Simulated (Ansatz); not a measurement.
This script makes relaxations under a series of pressures of YPt2, space group Fd-3m with the Python package of Ansatz (0.2.0).

`ypt2.py`:
```python
"""Volume and enthalpy of YPt2 against pressure."""

import ansatz as az
import numpy as np
import pandas as pd

FUNCTIONAL = "pbesol"
KMESH = (5, 5, 5)
FILLING = "gaussian"
SMEARING_WIDTH = 0.15
CUTOFF_EV = 450

def edges_and_angles(cell):
    cell = np.asarray(cell)
    a, b, c = np.linalg.norm(cell, axis=1)
    cosines = cell[1] @ cell[2] / (b * c), cell[0] @ cell[2] / (a * c), cell[0] @ cell[1] / (a * b)
    return (a, b, c, *np.degrees(np.arccos(cosines)))

lattice = az.Lattice.of(
    (0.0, 3.795, 3.795),
    (3.795, 0.0, 3.795),
    (3.795, 3.795, 0.0),
)
sites = [
    ("Y", (0.0, 0.0, 0.0)),
    ("Y", (0.25, 0.25, 0.25)),
    ("Pt", (0.625, 0.625, 0.625)),
    ("Pt", (0.125, 0.625, 0.625)),
    ("Pt", (0.625, 0.625, 0.125)),
    ("Pt", (0.625, 0.125, 0.625)),
]
system = az.Crystal(lattice=lattice)
for symbol, position in sites:
    system = system.atom(symbol, position)

calc = system.calculation()
calc = calc.functional(FUNCTIONAL).kpoints(mesh=KMESH, center="gamma")
calc = calc.occupations(FILLING, width=SMEARING_WIDTH).basis(CUTOFF_EV)

# H = F + PV, with 1 GPa A^3 = 1/160.21766 eV
rows = []
for pressure in [-2, 0, 2, 5, 10]:
    result = calc.relax(cell=True, pressure=pressure, force_tolerance=0.005, max_steps=100).run(threads=1, backend="cpu")
    cell = result.lattice.cell_ang
    n_atoms = len(result.lattice.sites)
    volume = abs(np.linalg.det(cell)) / n_atoms
    enthalpy = result.report["free_energy_ev"] / n_atoms + pressure * volume / 160.21766
    rows.append((pressure, volume, enthalpy, *edges_and_angles(cell)))
    print(f"{pressure} GPa done: {volume:.4f} A^3/atom")

table = pd.DataFrame(rows, columns=["P_GPa", "V_A3_atom", "H_eV_atom", "a", "b", "c", "alpha", "beta", "gamma"])
print(table.round(4).to_string(index=False))
p, v = np.array([row[0] for row in rows], float), np.array([row[1] for row in rows])
print("mean bulk modulus between rows (GPa):", np.round(-np.diff(p) / np.diff(np.log(v)), 1))
```

Its results, one of them left out:

| P (GPa) | relaxed V (Å³/atom) |
| --- | --- |
| -2 | 18.444 |
| 0 | ? |
| 2 | 18.046 |
| 5 | 17.780 |
| 10 | 17.380 |

What volume does the cell relax to at 0 GPa?

Murnaghan's form V = V0 (1 + B' P / B0)^(-1/B') through the 4 rows shown gives V0 = 18.239 Å³, B0 = 184.2 GPa and B' = 4.82, and so 18.239 Å³ an atom at 0 GPa. The run gave 18.238 Å³, 0.00 % away.

At a fixed pressure a relaxation lowers the enthalpy F + PV, while F alone can rise. For a metal this k-point mesh is coarse: on a finer one energies can move by several to tens of meV an atom and pressures by half a GPa or more, differences at one mesh by less. Spin-orbit coupling, which matters for elements this heavy, is left out. The starting cell is as deposited in a crystallographic database; the results hold for this polymorph, which needn't be the stable one. Symmetry holds the cell in this phase, whether or not it is the stable one at each pressure. Finished in 83 s on 1 thread of Arm Neoverse V2, on a shared host, peak memory 0.54 GiB.
